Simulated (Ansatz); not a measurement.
**B₂ClH₃OS: up Jacob's ladder to CCSD(T)**

Aim: compute B₂ClH₃OS with functionals from several rungs and with coupled cluster. The yardstick is the atomisation energy at the CCSD(T) limit.

Computed with Ansatz 0.2.0, Gaussian basis. Level: functionals in def2-TZVPP, the program's frozen cores in correlated methods.

Levels to be run: LDA (SPW92), PBE-D4, revPBE-D4, BLYP-D4, r2SCAN-D4, B97M-V, PBE0-D4, B3LYP-D4, r2SCANh-D4, r2SCAN0-D4, HSE06-D4, BHLYP-D4, CAM-B3LYP-D4, LC-ωPBE, ωB97X-V, ωB97M-V, B2PLYP, PBE-QIDH; CCSD(T)/def2-SVP; CCSD(T)/def2-TZVPP; MP2/def2-QZVPP; extrapolation to the limit; RPA on PBE.

### Step 1. Structure used throughout

An earlier PBE0-D4 in a triple-zeta def2 set relaxation fixed the geometry.

SMILES `BSB(O)Cl`, 8 atoms, charge 0, spin multiplicity 1.

Atoms are counted from 1 here; the program's logs count them from 0.

Bond lengths: B1–S2 1.780 Å, B1–H6 1.187 Å, B1–H7 1.191 Å, S2–B3 1.842 Å, B3–O4 1.346 Å, B3–Cl5 1.747 Å, O4–H8 0.962 Å. Angles: S2–B1–H6 121.5°, S2–B1–H7 115.3°, H6–B1–H7 123.2°, B1–S2–B3 107.6°, S2–B3–O4 118.3°, S2–B3–Cl5 124.3°, O4–B3–Cl5 117.4°, B3–O4–H8 114.1°.

### Step 2. LDA

This LDA is Slater exchange with PW92 correlation.

The input, in.yaml:

```yaml
crystal:
  periodic: [false, false, false]
  atoms:
    - {symbol: B, position_ang: [-0.692378, 0.046878, 1.667940]}
    - {symbol: S, position_ang: [-1.023947, 0.057740, -0.080391]}
    - {symbol: B, position_ang: [0.593690, -0.049385, -0.954877]}
    - {symbol: O, position_ang: [0.593226, -0.057256, -2.300497]}
    - {symbol: Cl, position_ang: [2.142790, -0.141201, -0.151491]}
    - {symbol: H, position_ang: [0.415754, -0.020715, 2.088868]}
    - {symbol: H, position_ang: [-1.653838, 0.111612, 2.368170]}
    - {symbol: H, position_ang: [-0.283197, -0.004775, -2.693522]}
basis:
  gaussian: {orbitals: def2-TZVPP}
hamiltonian: {xc: lda}
output: {orbitals: {seedname: orbitals}}
```

Command:

```bash
> ansatz run in.yaml --threads 2 --pin off --events-out ev --progress --plain --max-ram 4352MiB
```

Further steps of the session: PBE-D4 (GGA); revPBE-D4 (GGA); BLYP-D4 (GGA); r2SCAN-D4 (meta-GGA); B97M-V (meta-GGA); B3LYP-D4 (hybrid); r2SCANh-D4 (hybrid); r2SCAN0-D4 (hybrid); HSE06-D4 (hybrid); BHLYP-D4 (hybrid); CAM-B3LYP-D4 (range-separated); LC-ωPBE (range-separated); ωB97X-V (range-separated); ωB97M-V (range-separated); B2PLYP (double hybrid); PBE-QIDH (double hybrid); CCSD(T) in def2-SVP; CCSD(T) in def2-TZVPP; MP2 in def2-QZVPP; RPA on PBE orbitals.

Before running them: what should the planned runs give, taken together? Wanted: atomisation energy, CCSD(T)/CBS; farthest beyond LDA; mean size of error, GGA; mean size of error, meta-GGA; mean size of error, hybrid; mean size of error, range-separated; mean size of error, double hybrid; gap, smallest and largest; T1 diagnostic.

As calculated:

| quantity | value |
| --- | --- |
| atomisation energy, CCSD(T)/CBS | 3014.9 kJ/mol |
| functionals within 15.1 kJ/mol (0.5 %) | revPBE-D4, BLYP-D4, B3LYP-D4, r2SCAN0-D4, LC-ωPBE |
| farthest beyond LDA | PBE-D4 (+95.9 kJ/mol) |
| mean size of error, GGA | 38.2 kJ/mol |
| mean size of error, meta-GGA | 56.7 kJ/mol |
| mean size of error, hybrid | 32.9 kJ/mol |
| mean size of error, range-separated | 20.8 kJ/mol |
| mean size of error, double hybrid | 16.9 kJ/mol |
| gap, smallest and largest | 4.55 eV (LDA (SPW92)), 11.72 eV (LC-ωPBE) |
| T1 diagnostic | 0.0139 |
| triples share of the correlation energy | 4.2 % |

**Reading.** The LDA atomisation energy is off by 480.9 kJ/mol (16 %): it overbinds. PBE-D4 misses by +95.9 kJ/mol. Double hybrids carry the basis error of their MP2 part in triple zeta, and no dispersion term here, so their miss is partly the set-up's. Taken by rung, double hybrid functionals do best (16.9 kJ/mol on average) and meta-GGA ones worst beyond LDA (56.7 kJ/mol). The gap between the best rungs is small, so their order is not settled. The reference freezes the cores and leaves out relativity and excitations past (T), so misses under about 15.1 kJ/mol can't be ranked. Hartree-Fock recovers 75 % of the binding; the rest is correlation. CCSD(T) in def2-SVP is off by -144.6 kJ/mol, so the small basis spoils what the method gains. The gap grows from 4.5 to 11.7 eV across the functionals, mostly with the share of exact exchange.
